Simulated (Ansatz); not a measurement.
# RPA@PBE/def2-SVP (core potential) run of SnSiH6O (SMILES [SiH3][O][SnH3])

What is the energy change on altering one bond length of SnSiH6O at RPA@PBE/def2-SVP (core potential)? 

The calculation is run with Ansatz 0.2.0.

63 further runs of the same task are left out: 63 set aside as unsound or not needed. Runs told in other sessions of the task aren't counted.

## (1) The molecule

SnSiH6O: 9 atoms, total charge 0, spin state singlet. SMILES: `[SiH3][O][SnH3]`. The shape is that of a PBE0-D4/def2-TZVP optimisation.

Bond lengths: Si1–O2 1.627 Å, O2–Sn3 1.963 Å, Si1–H4 1.492 Å, Si1–H5 1.486 Å, Si1–H6 1.492 Å, Sn3–H7 1.699 Å, Sn3–H8 1.705 Å, Sn3–H9 1.705 Å. Some angles: Si1–O2–Sn3 136.6°, O2–Si1–H4 111.4°, O2–Si1–H5 109.0°, O2–Si1–H6 111.4°, O2–Sn3–H7 103.7°, O2–Sn3–H8 106.7°, O2–Sn3–H9 106.7°, H4–Si1–H5 108.8°, H4–Si1–H6 107.4°, H5–Si1–H6 108.8°.

## (2) The energy at RPA@PBE/def2-SVP (core potential)

Input file job.yaml:

```yaml
crystal:
  periodic: [false, false, false]
  atoms:
    - {symbol: Si, position_ang: [-0.707500, 1.106300, -0.961800]}
    - {symbol: O, position_ang: [0.549600, 0.232700, -0.411000]}
    - {symbol: Sn, position_ang: [0.837100, -1.145700, 0.956400]}
    - {symbol: H, position_ang: [-1.786000, 0.228100, -1.502000]}
    - {symbol: H, position_ang: [-0.233000, 2.004100, -2.046400]}
    - {symbol: H, position_ang: [-1.309600, 1.937400, 0.121200]}
    - {symbol: H, position_ang: [2.493700, -1.499800, 0.829900]}
    - {symbol: H, position_ang: [-0.166000, -2.460900, 0.544700]}
    - {symbol: H, position_ang: [0.410100, -0.448400, 2.452000]}
basis:
  gaussian:
    orbitals: def2-SVP
hamiltonian:
  xc: {name: PBE}
correlation:
  method: rpa
  frozen_orbitals: {H: 0, O: 1, Si: 5, Sn: 4}
accuracy: high
```

The run is started by

```
ansatz run job.yaml --threads 1 --pin off --max-ram 2610MiB --events-out events.jsonl --progress --plain --runs-dir runs
```

Standard output:

```text
Warning: RAYON_NUM_THREADS=1 ignored (pool sized by the plan → 1); use --threads N
Functional definition: PBE
  name "PBE"
  parameter kappa = 0.804
  parameter beta = 0.06672455060314922
  exchange = pbe_x(kappa = kappa, mu = beta*pi^2/3)
  correlation = pbe_c(beta = beta)
2073 factors; integrals over basis functions are off by at most 7.3e-9 eV
mean field evaluation 1: about -15836.5303 eV, gradient 5.8e1 eV
mean field evaluation 2: about -15836.5185 eV, gradient 5.8e1 eV
mean field evaluation 4: about -15842.4736 eV, gradient 1.2e1 eV
mean field evaluation 8: about -15843.0385 eV, gradient 3.2e-1 eV
mean field evaluation 16: about -15843.0387 eV, gradient 5.5e-6 eV
mean field -15843.03871206 eV, -582.2209338708 hartree, gradient 1.0e-8 eV, S^2 0.000000; 0 other end points of the search recorded, 0 dependent functions left out
10 core orbitals not correlated: weight in the atoms' cores, before any rotation towards them, 1.000 or more for the frozen orbitals, at most 0.000 for the correlated occupied ones
reference -15795.07269404 eV, -580.4582152213 hartree; 15, 15 occupied and 63, 63 virtual orbitals, 2073 factors
Total energy: -15814.71244892 eV, -581.1799629007 hartree
```

Wall time 14 s (1 thread of Arm Neoverse V1, shared host); peak memory 0.4 GiB.

## (3) The distorted shape, same level

Input file run.yaml:

```yaml
crystal:
  periodic: [false, false, false]
  atoms:
    - {symbol: Si, position_ang: [-1.087097, 0.388066, -0.094127]}
    - {symbol: O, position_ang: [0.170003, -0.485534, 0.456673]}
    - {symbol: Sn, position_ang: [0.457503, -1.863934, 1.824073]}
    - {symbol: H, position_ang: [-2.165597, -0.490134, -0.634327]}
    - {symbol: H, position_ang: [-0.233000, 2.004100, -2.046400]}
    - {symbol: H, position_ang: [-1.689197, 1.219166, 0.988873]}
    - {symbol: H, position_ang: [2.114103, -2.218034, 1.697573]}
    - {symbol: H, position_ang: [-0.545597, -3.179134, 1.412373]}
    - {symbol: H, position_ang: [0.030503, -1.166634, 3.319673]}
basis:
  gaussian:
    orbitals: def2-SVP
hamiltonian:
  xc: {name: PBE}
correlation:
  method: rpa
  frozen_orbitals: {H: 0, O: 1, Si: 5, Sn: 4}
accuracy: high
```

The run is started by

```
ansatz run run.yaml --threads 1 --pin off --max-ram 2610MiB --events-out events.jsonl --progress --plain --runs-dir runs
```

Standard output (excerpt; [...] marks lines left out):

```text
Warning: RAYON_NUM_THREADS=1 ignored (pool sized by the plan → 1); use --threads N
[... 6 set-up lines as earlier in the session ...]
2040 factors; integrals over basis functions are off by at most 3.8e-9 eV
mean field evaluation 1: about -15833.6585 eV, gradient 5.8e1 eV
mean field evaluation 2: about -15833.6454 eV, gradient 5.8e1 eV
mean field evaluation 4: about -15836.0245 eV, gradient 2.5e1 eV
mean field evaluation 8: about -15840.1126 eV, gradient 6.5e-1 eV
mean field evaluation 16: about -15840.1137 eV, gradient 1.4e-3 eV
mean field -15840.11371611 eV, -582.1134422522 hartree, gradient 9.6e-8 eV, S^2 0.000000; 0 other end points of the search recorded, 0 dependent functions left out
10 core orbitals not correlated: weight in the atoms' cores, before any rotation towards them, 1.000 or more for the frozen orbitals, at most 0.000 for the correlated occupied ones
reference -15791.15131494 eV, -580.3141071971 hartree; 15, 15 occupied and 63, 63 virtual orbitals, 2040 factors
Total energy: -15811.57793787 eV, -581.0647717441 hartree
```

Run time: 14 s. Hardware: 1 thread of Arm Neoverse V1, shared host; peak memory 0.41 GiB.

## (4) Outcome

Level: RPA@PBE/def2-SVP (core potential), 10 core orbitals frozen.

```
                                                          quantity          value
                                         first shape: total energy  -581.17996 Eh
                     first shape: RPA correlation energy (valence)     -721.7 mEh
                                     distorted shape: total energy  -581.06477 Eh
                 distorted shape: RPA correlation energy (valence)     -750.7 mEh
energy change with the Si1–H5 bond stretched from 1.486 to 2.674 Å       3.135 eV
```

**Reading.** With the Si1–H5 bond stretched from 1.486 to 2.674 Å the energy rises by 3.13 eV (72 kcal/mol). The first shape isn't relaxed at this level, so the change isn't measured from a minimum. A restricted reference can't describe the breaking bond well at this length.
